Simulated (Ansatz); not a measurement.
# NaLaS2: a single-point run

Wanted: a converged single-point run for NaLaS2, and a check of what comes out. The structure is shown as the input types it. The cell is built on a prototype (ordering on rocksalt) and needn't be the phase found in nature.

Computed with Ansatz 0.2.0 (density functional or hybrid calculation with the settings of its input, plane waves (as first typed), unless a step's input says otherwise).

4 further runs of the same task are left out: 2 for a known fault of the program, 2 that didn't finish.

## 1. The structure to begin with

Symmetry: R-3m, No. 166, trigonal system. Conventional cell: a = 4.225 Å, b = 4.225 Å, c = 19.847 Å, α = 90.00°, β = 90.00°, γ = 120.00°. Na (site symmetry -3m) is surrounded by 6 S at 3.00 Å. Around La (site symmetry -3m) lie 6 S at 2.90 Å. S (site symmetry 3m) is surrounded by 3 La at 2.90 Å and 3 Na at 3.00 Å.

Coordinates:

```
Na La S
1.0
     2.11236    1.21957    6.61551
    -2.11236    1.21957    6.61551
     0.00000   -2.43915    6.61551
Na La S
1 1 2
Direct
  0.00000 0.00000 0.00000
  0.50000 0.50000 0.50000
  0.24557 0.24557 0.24557
  0.75443 0.75443 0.75443
```

## 2. The run

File input.yaml:

```yaml
crystal:
  lattice:
    - [2.1123632128, 1.2195734695, 6.6155059818]
    - [-2.1123632128, 1.2195734695, 6.6155059818]
    - [0.0, -2.4391469391, 6.6155059818]
  atoms:
    - { symbol: Na, position: [1.0, 0.0, 0.0] }
    - { symbol: La, position: [0.5, 0.5, 0.5] }
    - { symbol: S, position: [0.245573066, 0.245573066, 0.245573066] }
    - { symbol: S, position: [0.754426934, 0.754426934, 0.754426934] }
kpoints:
  mp_grid: { grid: [6, 6, 6] }
hamiltonian:
  xc: r2scan
scf:
  occupations: { method: cold, width: 1.5 }
  n_extra_bands: 5
output:
  forces: true
  stress: true
  eigenvalues: true
```

Started as:

```bash
$ ansatz run input.yaml --threads 4 --pin off --max-ram 3686MiB --backend cpu --events-out ev --progress --plain --runs-dir out
```

**Question.** How will this run end, and is anything wrong with its input?

The program finished normally. Convergence says nothing about whether the input makes sense.

The suspect setting: scf.occupations.method is cold; scf.occupations.width is 1.5. Occupations are smeared over electronvolts, wider than many features of the bands.

To check: delete scf.occupations.width (the default then holds) and set scf.occupations.method to fixed.
